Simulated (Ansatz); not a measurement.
# CHGaP: the cost of one run

Computed with Ansatz 0.2.0, Gaussian basis. Level: cc-pVDZ, all electrons in the functionals, frozen cores in the correlation of double hybrids and RPA.

Plan: wB97M-V, B2PLYP, RPA-PBE, at charge 0, quartet; charge 0, doublet; charge 0, sextet; charge 1, triplet; charge 1, quintet; displaced geometry v1; displaced geometry v2.

31 further runs of the same task are left out: 2 for a known fault of the program, 16 that didn't finish, 13 set aside as unsound or not needed.

### Step 1. The geometry

The geometry is a PBE0/def2-TZVP stationary point (not a proven minimum). No spin-orbit coupling is included. The filled d shell of Ga may be among the frozen orbitals whatever the setting's name suggests; the logs give the count.

4 atoms, charge 0, spin multiplicity 4.

Atoms are counted from 1 here; the program's logs count them from 0.

Bond lengths: Ga1–C2 2.008 Å, C2–P3 1.845 Å, P3–H4 1.429 Å. Angles: Ga1–C2–P3 169.9°, C2–P3–H4 96.3°.

No dispersion term is added; wB97M-V holds VV10 nonlocal correlation.

The geometry shown and the zero of energy belong to the point charge 0, quartet. The yardstick, UCCSDT(Q), and other wave-function levels (R restricted, U unrestricted, valence and pair active spaces) come from earlier runs.

### Step 2. wB97M-V, charge 0, quartet

Input file in.yaml:

```yaml
crystal:
  periodic: [false, false, false]
  atoms:
    - {symbol: Ga, position_ang: [0.000000, -0.321897, 2.500783]}
    - {symbol: C, position_ang: [0.000001, -0.208523, 0.496276]}
    - {symbol: P, position_ang: [0.000000, -0.430206, -1.335116]}
    - {symbol: H, position_ang: [-0.000001, 0.960626, -1.661943]}
basis:
  gaussian: {orbitals: cc-pVDZ}
magnetization: {spin_polarized: true, initial_magnetization: 3}
hamiltonian: {xc: {name: wB97M-V}}
output: {orbitals: {seedname: orbitals}}
```

Launch:

```
> ansatz run in.yaml --threads 1 --pin off --events-out ev --progress --plain --max-ram 2393MiB
```

**Question.** How long does this run take on 1 thread of Arm Neoverse V1, shared host, and how much memory does it need?

About 48 s, with a peak of 0.3 GiB.
